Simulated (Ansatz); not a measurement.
**SbH2+ (triplet): wave-function methods side by side at distance Sb1–H2 = 4.455 Å, def2-SVP**

How much of the correlation energy of SbH2+ (triplet) does each wave-function method recover here?

Method: def2-SVP, core rule «outside noble gas», up to 9 orbitals frozen; program: Ansatz 0.2.0, Gaussian basis.

The runs, in order: UHF; CCSD(T) on ROHF; CCSD(T) on UHF; BCCD(T) on ROHF; CISD; CCSDT(Q) on ROHF; CCSDT(Q) on UHF; CASSCF and MRCISD+Q, 4 electrons in 4 orbitals; CASSCF and NEVPT2, 4 electrons in 4 orbitals; CASSCF and MRCISD+Q, 6 electrons in 6 orbitals; CASSCF and NEVPT2, 6 electrons in 6 orbitals; Full CI.

13 further runs of the same task are left out: 11 that didn't finish, 2 set aside as unsound or not needed.

**1. The system**

The geometry derives from a PBE0/def2-TZVP stationary point (not a proven minimum). One bond is set to the value named and the two fragments are kept rigid. No spin-orbit coupling is included. Elements past krypton take def2 core potentials.

3 atoms, charge 1, spin multiplicity 3.

Atoms are counted from 1 here; the program's logs count them from 0.

Bond lengths: Sb1–H3 1.691 Å.

**2. UHF**

The input, in.yaml:

```yaml
crystal:
  periodic: [false, false, false]
  atoms:
    - {symbol: Sb, position_ang: [0.000000, -0.024787, 0.019555]}
    - {symbol: H, position_ang: [0.000000, 2.181664, -3.850665]}
    - {symbol: H, position_ang: [0.000000, 0.812592, 1.488358]}
basis:
  gaussian: {orbitals: def2-SVP}
total_charge: 1
magnetization: {spin_polarized: true, initial_magnetization: 2}
hamiltonian: {xc: hf}
output: {orbitals: {seedname: orbitals}}
```

Started as:

```
ansatz run in.yaml --threads 1 --pin off --events-out ev --progress --plain --max-ram 2393MiB
```

Further steps of the session: CCSD(T) on ROHF; CCSD(T) on UHF; BCCD(T) on ROHF; CISD; CCSDT(Q) on ROHF; CCSDT(Q) on UHF; CASSCF and MRCISD+Q, 4 electrons in 4 orbitals; CASSCF and NEVPT2, 4 electrons in 4 orbitals; CASSCF and MRCISD+Q, 6 electrons in 6 orbitals; CASSCF and NEVPT2, 6 electrons in 6 orbitals; Full CI.

Q: Predict the results of all the runs planned. Wanted: FCI below the RHF energy; RMP2 from FCI; UMP2 from FCI; RCCSD from FCI; RCCSD(T) from FCI; UCCSD(T) from FCI; RCCSDT(Q) from FCI; UCCSDT(Q) from FCI; NEVPT2 pair from FCI.

**Answer**, as computed:

| quantity | value |
| --- | --- |
| FCI below the RHF energy | -2.1966 eV |
| RMP2 from FCI | +56.5 kJ/mol |
| UMP2 from FCI | +56.2 kJ/mol |
| RCCSD from FCI | +4.4 kJ/mol |
| RCCSD(T) from FCI | +1.1 kJ/mol |
| UCCSD(T) from FCI | +0.5 kJ/mol |
| RCCSDT(Q) from FCI | 0.0 kJ/mol |
| UCCSDT(Q) from FCI | -0.6 kJ/mol |
| NEVPT2 pair from FCI | +46.6 kJ/mol |
| MRCISD+Q pair from FCI | -3.3 kJ/mol |
| NEVPT2 valence from FCI | +34.0 kJ/mol |
| levels within 1 kcal/mol (43 meV) | UCCSD, RCCSD(T), UCCSD(T), BCCD(T), RCCSDT, UCCSDT, RCCSDT(Q), UCCSDT(Q), MRCISD+Q pair, MRCISD valence, MRCISD+Q valence |
| T1 diagnostic | 0.018 |
| effectively unpaired electrons | 2.04 |

**Reading.** RCCSD(T) misses by +1.1 kJ/mol, 0.5 % of the correlation energy. UCCSDT, UCCSDT(Q), MRCISD+Q pair, MRCISD+Q valence fall below full CI: unrestricted runs freeze a spin-polarised core, another one than full CI's, and coupled cluster isn't variational. One determinant dominates. Of the multireference levels listed MRCISD+Q valence comes nearest in total energy (-0.7 kJ/mol), which doesn't show that its space is the better one. These misses are within one basis, not against nature; the frozen cores of restricted and unrestricted runs differ, which can shift their rows.
